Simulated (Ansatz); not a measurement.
# H2SSe2: the cost of one run

Method: RKS r2SCAN-D4/def2-SVP, in Ansatz 0.2.0.

**1. The structure to begin with**

Bond lengths: Se1–S2 2.190 Å, S2–Se3 2.192 Å, Se1–H4 1.459 Å, Se3–H5 1.460 Å. Angles: Se1–S2–Se3 109.9°, S2–Se1–H4 96.7°, S2–Se3–H5 96.9°.

As a file:

```xyz
5

Se   -1.5736   -0.7541   -0.7429
S    -0.2235   -0.6613    0.9791
Se    1.8378   -0.3600    0.2957
H    -1.8506    0.6762   -0.8206
H     1.8100    1.0993    0.2887
```

**2. Relaxing end A**

The input, input.yaml:

```yaml
crystal:
  periodic: [false, false, false]
  atoms:
    - { symbol: Se, position_ang: [-1.5736, -0.7541, -0.74294] }
    - { symbol: S, position_ang: [-0.22351, -0.66135, 0.97915] }
    - { symbol: Se, position_ang: [1.8378, -0.35997, 0.29565] }
    - { symbol: H, position_ang: [-1.85065, 0.67617, -0.82056] }
    - { symbol: H, position_ang: [1.80996, 1.09925, 0.2887] }
basis:
  gaussian: { orbitals: def2-SVP }
hamiltonian:
  xc: r2scan
  dispersion: d4
relax:
  f_tol: 0.015
  max_steps: 40
output:
  orbitals: {}
```

Started as:

```bash
$ ansatz run input.yaml --threads 2 --pin off --max-ram 3072MiB --backend cpu --events-out ev --progress --plain --runs-dir out
```

Q: Estimate wall time and peak memory on 2 threads of Arm Neoverse V1, shared host.

About 15 s, with a peak of 0.15 GiB.
